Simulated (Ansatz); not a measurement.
Turn this script for Ansatz 0.2.0, Python API into the input file that the command-line program reads.

`deck.py`
```python
# -*- coding: utf-8 -*-
import ansatz
import numpy as np
import pandas as pd

config = {
    "crystal": {
        "lattice": [[3.916854, 0.0, 0.0], [0.0, 3.916854, 0.0], [0.0, 0.0, 3.916854]],
        "atoms": [
            {"symbol": "Eu", "position": [0.5, 0.5, 0.5], "spin": 9.1},
            {"symbol": "Cd", "position": [0.0, 0.0, 0.0]},
        ],
    },
    "magnetization": {"spin_polarized": True},
    "kpoints": {"mp_grid": {"grid": [6, 6, 6]}},
    "hamiltonian": {"xc": "pbesol"},
    "scf": {"occupations": {"method": "cold", "width": 0.05}},
    "basis": {"ecutwfc": "38 Ry"},
    "output": {"forces": True, "stress": True},
}

res = ansatz.Session.from_dict(config).plan(threads=1).execute()
report = res.report

print("%-22s %14.5f eV" % ("F = E - TS", report["free_energy_ev"]))
print("%-22s %14.5f eV" % ("E", report["internal_energy_ev"]))
print("%-22s %14.5f eV" % ("Harris-Foulkes", report["harris_foulkes_ev"]))
print("%-22s %14.5f eV" % ("Fermi level", report["fermi_energy_ev"]))

table = pd.DataFrame(report["forces_ev_ang"], columns=["fx", "fy", "fz"])
table.insert(0, "atom", [site["symbol"] for site in report["lattice"]["sites"]])
print(table.round(4).to_string())

stress = np.array(report["stress_gpa"])
print(f"pressure {np.trace(stress) / 3:.3f} GPa")
print("stress tensor, GPa, positive in compression")
print(np.round(stress, 3) + 0.0)

print(f"net moment {report['magnetization_mub']:.3f} muB, absolute {report['absolute_magnetization_mub']:.3f} muB")
for index, (site, m) in enumerate(zip(res.lattice.sites, report["site_moments_mub"])):
    print(f"  {index:2d} {site.symbol:2s} {m:7.3f}")
```

```console
$ python deck.py
DeckWarning: where an SCF of this run starts from atoms to list the orders of its open shells, Eu (site 0, from 0) starts with 6.32 μB on its 4f shell and 0.68 μB on its 5d shell, in the place of the 9.10 μB that the deck gives it: its open shells can hold no more by Hund's first rule. To start from spheres of the given moment, type scf.initial_density.shell_occupations: []
F = E - TS               -16849.21377 eV
E                        -16849.21536 eV
Harris-Foulkes           -16849.21377 eV
Fermi level                  11.32386 eV
  atom   fx   fy   fz
0   Eu  0.0 -0.0 -0.0
1   Cd  0.0 -0.0 -0.0
pressure -2.142 GPa
stress tensor, GPa, positive in compression
[[-2.142  0.     0.   ]
 [ 0.    -2.142  0.   ]
 [ 0.     0.    -2.142]]
net moment 6.959 muB, absolute 6.973 muB
   0 Eu   6.802
   1 Cd   0.007
```
(Warnings from the package without file and line, repeats left out.)

`input.yaml`:
```yaml
crystal:
  lattice:
    - [3.916854, 0.0, 0.0]
    - [0.0, 3.916854, 0.0]
    - [0.0, 0.0, 3.916854]
  atoms:
    - { symbol: Eu, position: [0.5, 0.5, 0.5], spin: 9.1 }
    - { symbol: Cd, position: [0.0, 0.0, 0.0] }
magnetization:
  spin_polarized: true
kpoints:
  mp_grid: { grid: [6, 6, 6] }
hamiltonian:
  xc: pbesol
scf:
  occupations: { method: cold, width: 0.05 }
basis:
  ecutwfc: "38 Ry"
output:
  forces: true
  stress: true
```

Launched from the shell:
```console
$ ansatz run input.yaml --threads 1 --pin off --max-ram 3072MiB --backend cpu --events-out ev --progress --plain --runs-dir out
Warning: where an SCF of this run starts from atoms to list the orders of its open shells, Eu (site 0, from 0) starts with 6.32 μB on its 4f shell and 0.68 μB on its 5d shell, in the place of the 9.10 μB that the deck gives it: its open shells can hold no more by Hund's first rule. To start from spheres of the given moment, type scf.initial_density.shell_occupations: []
Engine: ansatz 0.2.0, aarch64-unknown-linux-gnu
Pseudopotentials: kind: paw
Pseudopotential: Eu, paw, valence charge 17, recommended cutoff 420 eV (normal), Eu.paw.azcp
Pseudopotential: Cd, paw, valence charge 20, recommended cutoff 420 eV (normal), Cd.paw.azcp
Functional definition: PBEsol
  exchange = pbesol_x
  correlation = pbesol_c
Crystal: 2 atoms, lattice volume = 60.091 Å³
Basis set: ecut = 517.016338673772 eV, 1575 PW (Γ), exchange–correlation on 60×60×60 points (8 copies of the dense FFT grid, shifted against one another)
Bands: 28, of which v1, the nominal top of the filled ones, is band 19 counted from 1 (18 counted from 0)
Symmetry: 48 space group operations
Space group: Pm-3m (ITA 221), of the structure as read, at distance tolerance 3.9e-5 Å
Magnetic group: BNS 221.92 (UNI 1594), of the structure as read, at distance tolerance 3.9e-5 Å
k-points: 20 of 216
Non-local potential: Eu, projectors of the file, l = 0: 3, l = 1: 2, l = 2: 2, l = 3: 3
Non-local potential: Cd, projectors of the file, l = 0: 3, l = 1: 2, l = 2: 2, l = 3: 1
PAW form: soft (Blöchl's): semilocal exchange-correlation on the pseudo side does not see the compensation charge
PAW frozen core: Eu, regenerated for the run's functional, and the local potential with it (the file was generated under x = pbe(κ = 0.804, μ = 0.2195149727645171), c = pbe(β = 0.06672455060314922))
PAW frozen core: Cd, regenerated for the run's functional, and the local potential with it (the file was generated under x = pbe(κ = 0.804, μ = 0.2195149727645171), c = pbe(β = 0.06672455060314922))
PAW one-centre angular grid: Eu, 590 points (default); XC on 64 Gauss nodes
PAW one-centre angular grid: Cd, 590 points (default); XC on 64 Gauss nodes
Initial density: superposition of atomic densities (chi_scale 0.1, normalization cell)
Starting moments: Σ|m| = 9.1 μB on 1 of 2 sites
Initial wavefunctions: pseudopotential atomic-orbital guess
Functional: x = pbesol(κ = 0.804, μ = 0.12345679012345678), c = pbesol(β = 0.046)
SCF iter   1: F=—  HF=-16848.571669 eV  |F-HF|=—  |Δ(HF+E_count)|=         —  Δρ=4.17e-2 (↑4.17e-2 ↓2.19e-2)  dr2=1.16e0  dr2_m=3.95e-1  M=6.970 μB ∫|m|=6.978 μB  β_m=0.30  ethr=3.10e-3  ⟨swp⟩=5.4  Hψ=4068  notcnv=0
Mixer restart at iter 1: flushing history
preconditioner: auto → Kerker (q_TF=auto, 2.516 Å⁻¹)  [metal: Δε(μ)=0.038 eV  Ē_g=11.200 eV  σ=0.050 eV  W_gap=0.41  n_scr=18 (ndim 8)  ℏωp=24.9 eV  f_vac=0.000  D(μ)=5.85/eV (n_scr^D=80)]
spin=Collinear: Kerker preconditioning applied to the charge; magnetization (m = ρ↑ − ρ↓) channel mixes plain (no charge-response kernel on spin).
SCF iter   2: F=—  HF=-16848.701783 eV  |F-HF|=—  |Δ(HF+E_count)|=   1.30e-1  Δρ=2.62e-2 (↑2.62e-2 ↓1.41e-2)  dr2=4.60e-1  dr2_m=1.68e-1  M=6.963 μB ∫|m|=6.968 μB  β_m=0.48  ethr=3.10e-3  ⟨swp⟩=2.1  Hψ=1909  notcnv=0  defer=56
SCF iter   3: F=—  HF=-16848.987081 eV  |F-HF|=—  |Δ(HF+E_count)|=   2.85e-1  Δρ=1.43e-2 (↑1.43e-2 ↓4.33e-3)  dr2=1.30e-1  dr2_m=3.56e-2  M=6.963 μB ∫|m|=6.969 μB  β_m=0.65  ethr=1.24e-3  ⟨swp⟩=2.9  Hψ=2152  notcnv=0  defer=66
SCF iter   4: F=—  HF=-16849.183084 eV  |F-HF|=—  |Δ(HF+E_count)|=   1.96e-1  Δρ=4.93e-3 (↑4.93e-3 ↓2.13e-3)  dr2=3.93e-2  dr2_m=1.75e-3  M=6.963 μB ∫|m|=6.973 μB  β_m=0.82  ethr=3.51e-4  ⟨swp⟩=3.1  Hψ=2610  notcnv=0  defer=56
SCF iter   5: F=—  HF=-16849.214562 eV  |F-HF|=—  |Δ(HF+E_count)|=   3.15e-2  Δρ=2.19e-3 (↑2.19e-3 ↓1.41e-3)  dr2=1.27e-2  dr2_m=1.55e-4  M=6.970 μB ∫|m|=6.982 μB  β_m=0.89  ethr=1.06e-4  ⟨swp⟩=2.9  Hψ=2381  notcnv=0  defer=59
SCF iter   6: F=—  HF=-16849.212205 eV  |F-HF|=—  |Δ(HF+E_count)|=   2.36e-3  Δρ=6.85e-4 (↑6.85e-4 ↓5.86e-4)  dr2=9.52e-4  dr2_m=2.72e-5  M=6.968 μB ∫|m|=6.981 μB  β_m=0.94  ethr=3.44e-5  ⟨swp⟩=2.4  Hψ=2067  notcnv=0  defer=59
SCF iter   7: F=—  HF=-16849.212617 eV  |F-HF|=—  |Δ(HF+E_count)|=   4.12e-4  Δρ=2.08e-4 (↑2.08e-4 ↓1.11e-4)  dr2=6.26e-5  dr2_m=6.71e-6  M=6.966 μB ∫|m|=6.978 μB  β_m=0.97  ethr=2.57e-6  ⟨swp⟩=2.0  Hψ=2099  notcnv=0  defer=59
SCF iter   8: F=—  HF=-16849.213794 eV  |F-HF|=—  |Δ(HF+E_count)|=         —  Δρ=6.69e-4 (↑6.69e-4 ↓7.28e-5)  dr2=2.46e-4  dr2_m=6.35e-5  M=6.957 μB ∫|m|=6.970 μB  β_m=0.97  ethr=1.69e-7  ⟨swp⟩=2.0  Hψ=1858  notcnv=0  defer=59
Mixer restart at iter 8: flushing history
iteration 8: the input's own smearing fills from here on; a Gaussian of 0.05 eV has filled iterations ahead of it
SCF iter   9: F=—  HF=-16849.214335 eV  |F-HF|=—  |Δ(HF+E_count)|=   5.41e-4  S|Δr|=    0.00e0  Δρ=2.88e-3 (↑2.88e-3 ↓1.29e-4)  dr2=4.44e-3  dr2_m=1.16e-3  M=6.971 μB ∫|m|=6.985 μB  β_m=0.55  ethr=1.69e-7  ⟨swp⟩=2.5  Hψ=1993  notcnv=0  defer=59  recentre
SCF iter  10: F=—  HF=-16849.213773 eV  |F-HF|=—  |Δ(HF+E_count)|=   5.62e-4  S|Δr|=    0.00e0  Δρ=9.93e-5 (↑9.93e-5 ↓2.97e-5)  dr2=5.98e-6  dr2_m=1.55e-6  M=6.959 μB ∫|m|=6.972 μB  β_m=0.68  ethr=1.69e-7  ⟨swp⟩=2.5  Hψ=1940  notcnv=0  defer=59
SCF iter  11: F=—  HF=-16849.213774 eV  |F-HF|=—  |Δ(HF+E_count)|=   1.30e-6  S|Δr|=    0.00e0  Δρ=4.21e-5 (↑4.21e-5 ↓7.26e-6)  dr2=1.01e-6  dr2_m=2.57e-7  M=6.959 μB ∫|m|=6.972 μB  β_m=0.84  ethr=1.62e-8  ⟨swp⟩=1.7  Hψ=1275  notcnv=0  defer=59
SCF iter  12: F=-16849.213774 eV  HF=-16849.213774 eV  |F-HF|=3.00e-8  |Δ(HF+E_count)|=   6.47e-8  S|Δr|=    0.00e0  Δρ=6.07e-6 (↑6.07e-6 ↓3.08e-6)  dr2=4.76e-8  dr2_m=5.35e-9  M=6.959 μB ∫|m|=6.972 μB  ethr=2.70e-10  ⟨swp⟩=3.5  Hψ=3676  notcnv=0
SCF 1 converged in 12 iterations: F = -16849.213774 eV  dr2 = 4.76e-8
  greatest PAW one-centre occupation: 1.002 electrons in one spin orbital (limit 2), on the Eu atom at site 0 (counted from 0), in its partial waves of l = 0
this state was not tested for a lower state beside it, because cold or Methfessel-Paxton smearing, or corrected tetrahedra, fill the levels in a way that the test cannot read (fill_not_monotonic; see scf.lower_state_search)
SCF converged after 12 iterations
Magnetization: 6.9587 μB (21.9794 up, 15.0206 down)
Absolute magnetization: 6.9727 μB (∫|ρ↑−ρ↓|, with the PAW one-centre terms)
Spin contamination: 0.0234 ħ² per cell (⟨S²⟩ above its minimum at these occupations)
Per-site moments (μB) at R_I (Å): [(6.801948822913222, 1.3992392151023112), (0.006524571758023144, 1.3992392151023112)]
Free energy (F): -16849.213774 eV
Harris-Foulkes:  -16849.213774 eV  (|F-HF|=3.00e-8)
Internal energy: -16849.215362 eV  (E = F + TS)
E sigma→0 (E₀):  -16849.214304 eV
Entropy (-TS):   0.001588 eV (0.794 meV/atom)
Fermi energy:    11.323863 eV
--- Per-component energies (eV) ---
  E_band       = -455.323706
  E_kinetic    = 856.672534
  E_local      = -5301.905445  (includes V_loc(G=0)·N_el)
  E_nonlocal   = 508.661536
  E_hartree    = 2332.406359
  E_xc         = -351.709384
  E_vxc        = -423.779217  (∫ρ·V_xc dr)
  E_paw        = -10298.463875  (= ΣΔE_a)
  E_vpaw       = -759.787247  (= ΣTr[D̂ρ^β])
  E_aug_tail   = 0.000005  (compensation charges beyond the density's cutoff)
  E_ewald      = -4595.805883
  E_core_change = 0.928791  (= ΣΔE_core)
  E_smearing   = 0.001588  (= −TS)
  E_closure    = -0.000000  (closes the sum)
  Σ components = -16849.213774   (vs F -16849.213774, Δ=0.00e0)
--- Forces (eV/Å), atoms counted from 1 ---
  atom   1  Eu     0.00000000    -0.00000000    -0.00000000
  atom   2  Cd     0.00000000    -0.00000000    -0.00000000
  max |Σ_I F_I| component: 1.79e-29 eV/Å
--- Stress (GPa, compression-positive) ---
       -2.141870      -0.000000       0.000000
       -0.000000      -2.141870       0.000000
        0.000000       0.000000      -2.141870
  P = ⅓ Tr σ = -2.1419 GPa (-21.419 kbar)
```

What to keep in mind:
- Absolute energies stand on the zero of these potentials, so only differences at equal settings mean something. A total without «per atom» is that of the cell as typed.
- Open f shells: without a Hubbard U, without spin-orbit coupling; the state reached hangs on the start and needn't be the lowest.
- The negative TS is no error: cold and Methfessel-Paxton smearing have a generalised entropy.
- For a metal this k-point mesh is coarse: on a finer one energies can move by several to tens of meV an atom and pressures by half a GPa or more, differences at one mesh by less.
- The zero of the levels is a convention of the potentials, so an absolute Fermi energy is no work function.
- The structure comes from a database of computed cells and needn't be a stable or known phase.
- Timing: 8.8 s on 1 thread of Arm Neoverse V1 (shared host), peak memory 0.52 GiB.

(A comment or docstring line of the script was reworded after the run, the code is as it ran; lines on the test bed's own set-up are left out of the output.)
